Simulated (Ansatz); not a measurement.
# HgPd (Potarite): how the settings move a relaxation

Question: which choices in the input matter for HgPd (Potarite)?

Computed with Ansatz 0.2.0 (reference: DFT, LDA, PAW with Ansatz's default frozen-core files, scalar-relativistic; relaxation of cell and atoms, unless a step's input says otherwise).

3 further runs of the same task are left out: 2 that didn't finish, 1 set aside as unsound or not needed. Runs told in other sessions of the task aren't counted.

## Step 1: The structure to begin with

Symmetry: P4/mmm, No. 123, tetragonal system. The conventional cell has a = 3.026 Å, b = 3.026 Å, c = 3.702 Å, α = 90.00°, β = 90.00°, γ = 90.00°. Hg (site symmetry 4/mmm) has 8 Pd at 2.83 Å and 4 Hg at 3.03 Å in its first shell of neighbours. Around Pd (site symmetry 4/mmm) lie 8 Hg at 2.83 Å and 4 Pd at 3.03 Å.

As a file:

```
CELL_PARAMETERS angstrom
3.02600 0.00000 0.00000
0.00000 3.02600 0.00000
0.00000 0.00000 3.70200
ATOMIC_POSITIONS crystal
Hg 0.00000 0.00000 0.00000
Pd 0.50000 0.50000 0.50000
```

## Step 2: Baseline

Contents of input.yaml:

```yaml
crystal:
  lattice:
    - [3.026, 0.0, 0.0]
    - [0.0, 3.026, 0.0]
    - [0.0, 0.0, 3.702]
  atoms:
    - { symbol: Hg, position: [0.0, 0.0, 0.0] }
    - { symbol: Pd, position: [0.5, 0.5, 0.5] }
kpoints:
  mp_grid: { grid: [14, 14, 12] }
scf:
  occupations: { method: fermi_dirac, width: 0.05 }
hamiltonian:
  xc: lda
  pseudopotentials: { kind: paw }
relax:
  f_tol: 0.002
  max_steps: 80
  cell: {}
output:
  forces: true
  stress: true
```

Launch:

```sh
$ ansatz run input.yaml --threads 1 --pin off --max-ram 2560MiB --backend cpu --events-out ev --progress --plain --runs-dir out
```

## Step 3: Changing settings: f_tol 0.001, max_displacement 0.05

Edit input.yaml of step 2 so:

```diff
@@ -16,5 +16,6 @@
 relax:
-  f_tol: 0.002
+  f_tol: 0.001
   max_steps: 80
   cell: {}
+  max_displacement: 0.05
 output:
```

Q: Predict the outcome of this session. Wanted: for each run, ending; energy change; pressure; gap; force.

As calculated:

| run | ending | energy change | pressure (GPa) | gap (eV) | force (eV/Å) | cycles | time |
| --- | --- | --- | --- | --- | --- | --- | --- |
| reference | converged | 0 | 0.0 | 0.00 | 0.00 | 40 | 46 s |
| 1: f_tol 0.001, max_displacement 0.05 | converged | 0.0 meV/atom | 0.0 | 0.00 | 0.00 | 37 | 44 s |

**Reading.** The changed convergence setting and walk settings doesn't alter the result here (within 0.5 meV/atom).
